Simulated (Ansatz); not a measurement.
# YbB: the cost of one run

Method: DFT r²SCAN, scalar-relativistic, plane waves, PAW, in Ansatz 0.2.0.

1 further run of the same task is left out (it didn't finish). Runs told in other sessions of the task aren't counted.

### Step 1. The structure to begin with

The structure is cubic, space group Fm-3m (No. 225). The conventional cell has a = 5.255 Å, b = 5.255 Å, c = 5.255 Å, α = 90.00°, β = 90.00°, γ = 90.00°. Yb (site symmetry m-3m) is surrounded by 6 B at 2.63 Å. B (site symmetry m-3m) is surrounded by 6 Yb at 2.63 Å.

As a file:

```
Yb B
1.0
     0.00000    2.62762    2.62762
     2.62762    0.00000    2.62762
     2.62762    2.62762    0.00000
Yb B
1 1
Cartesian
  2.6276 2.6276 2.6276
  0.0000 0.0000 0.0000
```

An earlier run at r²SCAN left this cell at 18.142 Å³/atom and -0.06 GPa (12×12×12 mesh).

The changes: atom 1 (Yb) moved 0.12 Å along y; strain e4 = +0.02, atoms carried along; all atoms moved at random (σ = 0.03 Å), cell strained at random (1 %).

### Step 2. Atom 1 (Yb) moved 0.12 Å along y

input.yaml

```yaml
crystal:
  lattice:
    - [0.0, 2.6276234145, 2.6276234145]
    - [2.6276234145, 0.0, 2.6276234145]
    - [2.6276234145, 2.6276234145, 0.0]
  atoms:
    - { symbol: Yb, position: [0.5228343223, 0.4771656777, 0.5228343223] }
    - { symbol: B, position: [0.0, 0.0, 0.0] }
basis:
  ecutwfc: 500
  ecutrho_ratio: 4
kpoints:
  mp_grid: { grid: [12, 12, 12] }
hamiltonian:
  xc: r2scan
scf:
  occupations: { method: gaussian, width: 0.05 }
output:
  forces: true
  stress: true
  eigenvalues: true
  write_density: true
  write_potential: true
  elf: true
  volumetric_format: npy
```

Command:

```sh
$ ansatz run input.yaml --threads 2 --pin off --max-ram 2662MiB --backend cpu --events-out ev --progress --plain --runs-dir out
```

**Question.** How long does this run take on 2 threads of Arm Neoverse V2, shared host, and how much memory does it need?

About 21 s, with a peak of 0.55 GiB.
